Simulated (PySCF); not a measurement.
# C3H6ClGa: the cost of one run

The runs use PySCF 2.14.0, with density-fitted response routines of our own; the level of theory stands in each step. All values are computed, except where a source is named. Atoms count from 0, in the outputs and in this text.

## (1) The molecule as given

11 atoms, charge 0, multiplicity 1; geometry from: GFN2-xTB. The atoms were then displaced at random by about 0.01 Å, so the start is not that level's minimum.

Bonds of the start (Å): C0–C1 1.30, C1–C2 1.50, C1–Ga3 2.07, Ga3–Cl4 2.08, C0–H5 1.11, C0–H6 1.10, C2–H7 1.09, C2–H8 1.08, C2–H9 1.11, Ga3–H10 1.56.

## (2) Relaxing the molecule at PBE0-D3(BJ)/def2-SVP

The job: settings as JSON, then the geometry in Å.

```
{"job": {"xc": "PBE0", "basis": "def2-SVP", "d3": "d3bj", "grid": 1, "shake": 0.01, "kind": "geom"}, "charge": 0, "multiplicity": 1}
C     -0.524550     1.449360     0.069250
C     -0.186580     0.195850     0.026230
C     -1.114560    -0.963100     0.260400
Ga     1.809740    -0.132710    -0.388830
Cl     2.708030    -2.003260    -0.520720
H     -1.560030     1.800740     0.274590
H      0.190760     2.256790    -0.123000
H     -1.105970    -1.593300    -0.623690
H     -2.109780    -0.632800     0.524980
H     -0.713050    -1.571640     1.102840
H      2.644090     1.168250    -0.617710
```

Command:

```sh
$ OMP_NUM_THREADS=1 python probes_run.py task.json out
```

The driver reads the jobs from task.json and runs them one after another.

**Question.** How long does this first job take on 1 thread of Arm Neoverse V2, shared host, and how much memory does it need?

About 89 s, with a peak of 0.51 GiB.
